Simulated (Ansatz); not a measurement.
**GaH₆NSSi: a ladder of functionals and wavefunction methods**

An exercise on one series of results from a longer session: the logs are not shown, and one member is left open.

Program: Ansatz 0.2.0, Gaussian basis. Level of theory: functionals in def2-TZVPP, the program's frozen cores in correlated methods. These are calculated values, not measurements.

The runs, in order: LDA (SPW92), PBE-D4, revPBE-D4, BLYP-D4, r2SCAN-D4, B97M-V, PBE0-D4, B3LYP-D4, r2SCANh-D4, r2SCAN0-D4, HSE06-D4, BHLYP-D4, CAM-B3LYP-D4, LC-ωPBE, ωB97X-V, ωB97M-V, B2PLYP, PBE-QIDH; CCSD(T)/def2-SVP; CCSD(T)/def2-TZVPP; MP2/def2-QZVPP; extrapolation to the limit; RPA on PBE.

## The geometry

The geometry comes from an earlier relaxation with PBE0-D4 in a triple-zeta def2 set; it is a stationary point, not always the lowest conformer.

SMILES `N[SiH](S)[GaH2]`, 10 atoms, charge 0, spin multiplicity 1.

Atoms are counted from 1 here; the program's logs count them from 0.

Bond lengths: N1–Si2 1.702 Å, N1–H5 1.006 Å, N1–H6 1.007 Å, Si2–S3 2.277 Å, Si2–Ga4 2.347 Å, Si2–H7 1.484 Å, S3–H8 1.344 Å, Ga4–H9 1.562 Å, Ga4–H10 1.568 Å. Angles: Si2–N1–H5 121.4°, Si2–N1–H6 122.7°, H5–N1–H6 112.5°, N1–Si2–S3 115.9°, N1–Si2–Ga4 127.4°, N1–Si2–H7 108.2°, S3–Si2–Ga4 71.3°, S3–Si2–H7 99.6°, Ga4–Si2–H7 122.3°, Si2–S3–H8 93.9°, Si2–Ga4–H9 118.5°, Si2–Ga4–H10 117.4°, H9–Ga4–H10 123.9°.

The first run:

File in.yaml:

```yaml
crystal:
  periodic: [false, false, false]
  atoms:
    - {symbol: N, position_ang: [-1.490194, 0.502379, -1.136182]}
    - {symbol: Si, position_ang: [0.003178, -0.232850, -0.779179]}
    - {symbol: S, position_ang: [0.028022, -1.600841, 1.040404]}
    - {symbol: Ga, position_ang: [1.645924, 0.529916, 0.714153]}
    - {symbol: H, position_ang: [-1.792339, 1.334357, -0.658559]}
    - {symbol: H, position_ang: [-2.254100, 0.003737, -1.562519]}
    - {symbol: H, position_ang: [0.296812, -1.227312, -1.841465]}
    - {symbol: H, position_ang: [-0.722472, -0.774053, 1.787603]}
    - {symbol: H, position_ang: [3.101842, -0.016423, 0.564603]}
    - {symbol: H, position_ang: [1.183326, 1.481090, 1.871153]}
basis:
  gaussian: {orbitals: def2-TZVPP}
hamiltonian: {xc: lda}
output: {orbitals: {seedname: orbitals}}
```

Command:

```sh
ansatz run in.yaml --threads 2 --pin off --events-out ev --progress --plain --max-ram 32768MiB --backend cpu
```

Among the steps run: LDA; PBE-D4 (GGA); revPBE-D4 (GGA); BLYP-D4 (GGA); r2SCAN-D4 (meta-GGA); B97M-V (meta-GGA); PBE0-D4 (hybrid); B3LYP-D4 (hybrid); r2SCANh-D4 (hybrid); r2SCAN0-D4 (hybrid); HSE06-D4 (hybrid); BHLYP-D4 (hybrid); CAM-B3LYP-D4 (range-separated); LC-ωPBE (range-separated); ωB97X-V (range-separated); ωB97M-V (range-separated); B2PLYP (double hybrid); PBE-QIDH (double hybrid).

One of the session's tables, all rows but one given; the rest of the session is left out.

It belongs to the step «Frontier levels by functional». 

```
  functional  HOMO (eV)  gap (eV)
 LDA (SPW92)      -5.81      4.20
      PBE-D4      -5.69      4.32
   revPBE-D4      -5.64      4.38
     BLYP-D4      -5.54      4.28
   r2SCAN-D4      -5.91      4.81
      B97M-V      -5.98      4.74
     PBE0-D4      -6.71      6.10
    B3LYP-D4      -6.52      5.69
  r2SCANh-D4      -6.28      5.45
  r2SCAN0-D4      -6.85      6.40
    HSE06-D4          ?         ?
    BHLYP-D4      -7.62      7.78
CAM-B3LYP-D4      -7.91      8.21
     LC-ωPBE      -9.16     10.55
     ωB97X-V      -8.86     10.13
     ωB97M-V      -8.68      9.72
```

Estimate the missing values for HSE06-D4.

**Answer.** HOMO (eV): -6.32; gap (eV): 5.35. In the column «HOMO (eV)» it lies between B3LYP-D4 (-6.52) and r2SCANh-D4 (-6.28).
